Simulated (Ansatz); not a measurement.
**C₂H₅GeN: one species, many methods**

Aim: compute C₂H₅GeN with functionals from several rungs and with coupled cluster. The yardstick is the atomisation energy at the CCSD(T) limit.

The runs use Ansatz 0.2.0, Gaussian basis; functionals in def2-TZVPP, the program's frozen cores in correlated methods.

Plan: LDA (SPW92), PBE-D4, revPBE-D4, BLYP-D4, r2SCAN-D4, B97M-V, PBE0-D4, B3LYP-D4, r2SCANh-D4, r2SCAN0-D4, HSE06-D4, BHLYP-D4, CAM-B3LYP-D4, LC-ωPBE, ωB97X-V, ωB97M-V, B2PLYP, PBE-QIDH; CCSD(T)/def2-SVP; CCSD(T)/def2-TZVPP; MP2/def2-QZVPP; extrapolation to the limit; RPA on PBE.

### Step 1. Structure used throughout

An earlier PBE0-D4 in a triple-zeta def2 set relaxation fixed the geometry.

9 atoms, charge 0, spin multiplicity 1.

Atoms are counted from 1 here; the program's logs count them from 0.

Bond lengths: N1–C2 1.339 Å, N1–H5 1.009 Å, N1–H6 1.009 Å, C2–C3 1.211 Å, C3–Ge4 1.883 Å, Ge4–H7 1.537 Å, Ge4–H8 1.537 Å, Ge4–H9 1.536 Å. Angles: C2–N1–H5 115.7°, C2–N1–H6 115.7°, H5–N1–H6 112.9°, N1–C2–C3 177.5°, C2–C3–Ge4 179.7°, C3–Ge4–H7 109.7°, C3–Ge4–H8 110.5°, C3–Ge4–H9 108.8°, H7–Ge4–H8 109.1°, H7–Ge4–H9 109.5°, H8–Ge4–H9 109.3°.

### Step 2. LDA

This LDA is Slater exchange with PW92 correlation.

in.yaml

```yaml
crystal:
  periodic: [false, false, false]
  atoms:
    - {symbol: N, position_ang: [0.628184, 2.128303, -1.094741]}
    - {symbol: C, position_ang: [0.294948, 0.972876, -0.506393]}
    - {symbol: C, position_ang: [0.044498, -0.080391, 0.035898]}
    - {symbol: Ge, position_ang: [-0.338836, -1.715996, 0.887467]}
    - {symbol: H, position_ang: [0.481211, 2.169447, -2.091777]}
    - {symbol: H, position_ang: [0.324851, 2.964492, -0.619170]}
    - {symbol: H, position_ang: [-1.360781, -2.505407, 0.054482]}
    - {symbol: H, position_ang: [0.940142, -2.554523, 1.040483]}
    - {symbol: H, position_ang: [-0.925616, -1.425102, 2.276651]}
basis:
  gaussian: {orbitals: def2-TZVPP}
hamiltonian: {xc: lda}
output: {orbitals: {seedname: orbitals}}
```

Started as:

```console
$ ansatz run in.yaml --threads 2 --pin off --events-out ev --progress --plain --max-ram 4352MiB
```

The runs that follow: PBE-D4 (GGA); revPBE-D4 (GGA); BLYP-D4 (GGA); r2SCAN-D4 (meta-GGA); B97M-V (meta-GGA); B3LYP-D4 (hybrid); r2SCANh-D4 (hybrid); r2SCAN0-D4 (hybrid); HSE06-D4 (hybrid); BHLYP-D4 (hybrid); CAM-B3LYP-D4 (range-separated); LC-ωPBE (range-separated); ωB97X-V (range-separated); ωB97M-V (range-separated); B2PLYP (double hybrid); PBE-QIDH (double hybrid); CCSD(T) in def2-SVP; CCSD(T) in def2-TZVPP; MP2 in def2-QZVPP; RPA on PBE orbitals.

Q: Predict the results of all the runs planned. Wanted: atomisation energy, CCSD(T)/CBS; farthest beyond LDA; mean size of error, GGA; mean size of error, meta-GGA; mean size of error, hybrid; mean size of error, range-separated; mean size of error, double hybrid; gap, smallest and largest; T1 diagnostic.

The runs gave:

| quantity | value |
| --- | --- |
| atomisation energy, CCSD(T)/CBS | 3189.4 kJ/mol |
| functionals within 31.9 kJ/mol (1.0 %) | revPBE-D4, BLYP-D4, r2SCAN-D4, B97M-V, PBE0-D4, B3LYP-D4, r2SCANh-D4, HSE06-D4, CAM-B3LYP-D4, LC-ωPBE, ωB97X-V, ωB97M-V, B2PLYP, PBE-QIDH |
| farthest beyond LDA | BHLYP-D4 (-105.9 kJ/mol) |
| mean size of error, GGA | 33.7 kJ/mol |
| mean size of error, meta-GGA | 11.2 kJ/mol |
| mean size of error, hybrid | 35.6 kJ/mol |
| mean size of error, range-separated | 9.7 kJ/mol |
| mean size of error, double hybrid | 21.4 kJ/mol |
| gap, smallest and largest | 4.83 eV (LDA (SPW92)), 11.93 eV (LC-ωPBE) |
| T1 diagnostic | 0.0124 |
| triples share of the correlation energy | 4.2 % |

LDA overbinds by 506.9 kJ/mol (16 %). PBE-D4 is off by +82.7 kJ/mol. Double hybrids carry the basis error of their MP2 part in triple zeta, and no dispersion term here, so their miss is partly the set-up's. The rungs range-separated, meta-GGA, double hybrid miss on average by less than the doubt on the reference (31.9 kJ/mol), so they tie. Misses under about 31.9 kJ/mol are within the doubt on the reference itself, which lacks core-valence correlation, relativity and higher excitations, and its outer-core shells are covered unevenly. Hartree-Fock recovers 69 % of the binding; the rest is correlation. CCSD(T) in def2-SVP is off by -187.2 kJ/mol, which most functionals beat. The gap grows from 4.8 to 11.9 eV across the functionals, mostly with the share of exact exchange. Correlated methods include outer-core shells of Ge, which these sets cover unevenly.
